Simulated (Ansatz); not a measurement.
# C₂H₉NOSi: one species, many methods

How much do the methods differ for C₂H₉NOSi? The plan is to run it at one geometry with functionals of several rungs and with coupled cluster, and see how far each lands from CCSD(T) at the basis-set limit for the atomisation energy.

Method: functionals in def2-TZVPP, the program's frozen cores in correlated methods; program: Ansatz 0.2.0, Gaussian basis.

The runs, in order: PBE-D4, r2SCAN-D4, PBE0-D4, B3LYP-D4, ωB97X-V, ωB97M-V, B2PLYP; CCSD(T)/def2-TZVPP; MP2/def2-QZVPP; extrapolation to the limit.

## Step 1: The geometry

An earlier PBE0-D4 in a triple-zeta def2 set relaxation fixed the geometry.

14 atoms, charge 0, spin multiplicity 1.

Atoms are counted from 1 here; the program's logs count them from 0.

Bond lengths: C1–O2 1.411 Å, C1–H6 1.091 Å, C1–H7 1.097 Å, C1–H8 1.094 Å, O2–Si3 1.640 Å, Si3–C4 1.877 Å, Si3–H9 1.484 Å, Si3–H10 1.496 Å, C4–N5 1.461 Å, C4–H11 1.103 Å, C4–H12 1.096 Å, N5–H13 1.012 Å, N5–H14 1.012 Å. Angles: O2–C1–H6 108.1°, O2–C1–H7 111.1°, O2–C1–H8 111.4°, H6–C1–H7 108.4°, H6–C1–H8 109.3°, H7–C1–H8 108.5°, C1–O2–Si3 123.7°, O2–Si3–C4 113.1°, O2–Si3–H9 106.1°, O2–Si3–H10 109.9°, C4–Si3–H9 110.0°, C4–Si3–H10 107.5°, H9–Si3–H10 110.3°, Si3–C4–N5 110.4°, Si3–C4–H11 109.2°, Si3–C4–H12 106.9°, N5–C4–H11 114.9°, N5–C4–H12 108.8° and more.

## Step 2: PBE-D4 (GGA)

Input file in.yaml:

```yaml
crystal:
  periodic: [false, false, false]
  atoms:
    - {symbol: C, position_ang: [-1.079117, 1.743463, 0.522439]}
    - {symbol: O, position_ang: [-0.175266, 1.021527, 1.331051]}
    - {symbol: Si, position_ang: [1.015053, 0.065125, 0.733669]}
    - {symbol: C, position_ang: [0.363011, -1.460566, -0.144761]}
    - {symbol: N, position_ang: [-0.315813, -1.084708, -1.383175]}
    - {symbol: H, position_ang: [-1.741543, 2.311063, 1.178422]}
    - {symbol: H, position_ang: [-0.549913, 2.448453, -0.129809]}
    - {symbol: H, position_ang: [-1.675902, 1.074021, -0.103375]}
    - {symbol: H, position_ang: [1.844006, -0.334055, 1.897942]}
    - {symbol: H, position_ang: [1.838986, 0.834142, -0.250726]}
    - {symbol: H, position_ang: [1.183844, -2.187583, -0.267722]}
    - {symbol: H, position_ang: [-0.363175, -1.930581, 0.528011]}
    - {symbol: H, position_ang: [-0.685060, -1.896431, -1.862375]}
    - {symbol: H, position_ang: [0.327886, -0.633070, -2.020691]}
basis:
  gaussian: {orbitals: def2-TZVPP}
hamiltonian: {xc: pbe, dispersion: d4}
output: {forces: true, orbitals: {seedname: orbitals}}
```

The run is started by

```console
ansatz run in.yaml --threads 4 --pin off --events-out ev --progress --plain --max-ram 10444MiB
```

The runs that follow: r2SCAN-D4 (meta-GGA); PBE0-D4 (hybrid); B3LYP-D4 (hybrid); ωB97X-V (range-separated); ωB97M-V (range-separated); B2PLYP (double hybrid); CCSD(T) in def2-TZVPP; MP2 in def2-QZVPP.

**Question.** What will the summary of the whole plan be? Wanted: atomisation energy, CCSD(T)/CBS; farthest; mean size of error, hybrid; mean size of error, range-separated; gap, smallest and largest; T1 diagnostic; triples share of the correlation energy.

**Answer**, as computed:

| quantity | value |
| --- | --- |
| atomisation energy, CCSD(T)/CBS | 52.552 eV |
| functionals within 0.263 eV (0.5 %) | r2SCAN-D4, PBE0-D4, B3LYP-D4, ωB97X-V, ωB97M-V |
| farthest | PBE-D4 (+0.641 eV) |
| mean size of error, hybrid | 0.116 eV |
| mean size of error, range-separated | 0.147 eV |
| gap, smallest and largest | 5.36 eV (PBE-D4), 12.06 eV (ωB97X-V) |
| T1 diagnostic | 0.0104 |
| triples share of the correlation energy | 3.5 % |

PBE-D4 misses by +0.641 eV. Double hybrids carry the basis error of their MP2 part in triple zeta, and no dispersion term here, so their miss is partly the set-up's. The reference freezes the cores and leaves out relativity and excitations past (T), so misses under about 0.263 eV can't be ranked. Hartree-Fock recovers 72 % of the binding; the rest is correlation. Orbital gaps span 5.4 to 12.1 eV; exact exchange widens them.
